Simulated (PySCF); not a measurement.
**A diatomic session: KSn+**

What are the lowest state that PBE0 finds, the bond length, vibrational wavenumber and bond energy of KSn+, and how much do these hang on the method?

Program: PySCF 2.14.0. Level of theory: K x2c-SVPall, Sn x2c-SVPall, spin-free X2C with a Gaussian nucleus. These are calculated values, not measurements.

## Step 1: Input

Settings of the job:

* atoms: K, Sn
* charge: 1
* basis: K x2c-SVPall, Sn x2c-SVPall
* Hamiltonian: spin-free X2C with a Gaussian nucleus
* basis functions: 60
* electrons treated: 68
* masses in u: 38.9637, 119.9022
* levels: PBE0, PBE, r²SCAN, BLYP, PBEsol, r²SCANh, HF, MP2, SCS-MP2, CCSD, CCSD(T)
* grid: 80 radial by 434 angular points
* occupations: held fixed by the projection of orbital angular momentum
* dissociation limit: K+ + Sn, each in its ground configuration
* starting distance in angstrom: 3.395
* values of 2S to try: 0, 2

On the command line:

```
OMP_NUM_THREADS=1 python dia.py task.json out
```

The runs that follow: PBE0 along the bond; Higher solutions at PBE0; PBE; r²SCAN (meta-GGA); BLYP (GGA); PBEsol (GGA); r²SCANh (hybrid meta-GGA); UHF; Adding correlation.

Before running it: what results should come out? Wanted: for each run, Re; ωe; De; μ.

**Answer**, as computed:

Lowest PBE0 solution found, without spin–orbit coupling: ³Π (triplet), unpaired electrons σ ↑, π ↑. State 2 has its PBE0 minimum 0.28 eV higher, as a spin-mixed determinant (⟨S²⟩ = 1.01), so this is no gap between pure states. State 4 has its PBE0 minimum 0.61 eV higher. The other levels ran on the lowest alone.

| level | Re (Å) | ωe (cm⁻¹) | De (eV) | μ (D) |
| --- | --- | --- | --- | --- |
| UHF | 4.041 | 63.7 | 0.308 | -12.34 |
| UHF-MP2 | 3.956 | 69.6 | 0.352 | n/a |
| UHF-SCS-MP2 | 3.972 | 68.6 | 0.342 | n/a |
| UHF-CCSD | 3.966 | 69.3 | 0.347 | n/a |
| UHF-CCSD(T) | 3.961 | 69.7 | 0.350 | n/a |
| PBE | 3.897 | 68.3 | 0.410 | -11.12 |
| PBEsol | 3.856 | 69.4 | 0.413 | -11.04 |
| BLYP | 3.951 | 65.3 | 0.401 | -11.21 |
| r²SCAN | 3.920 | 66.7 | 0.295 | -11.64 |
| r²SCANh | 3.911 | 67.2 | 0.300 | -11.64 |
| PBE0 | 3.885 | 68.9 | 0.377 | -11.36 |

De is counted to K+ + Sn in their ground configurations. A positive dipole points from K to Sn; in an ion it is taken about the centre of mass and does not tell which atom is negative.

The methods spread over 0.185 Å in bond length, from PBEsol to UHF. CCSD(T) can't serve as the judge here: for a weak bond in this basis it is far from its limit. Of the levels with a De here, r²SCAN gives the least (0.295 eV) and PBEsol the most (0.413 eV).

Correlated steps freeze 23 core orbitals. These are scalar-relativistic numbers at best; spin–orbit coupling would shift them, the dissociation energy most.
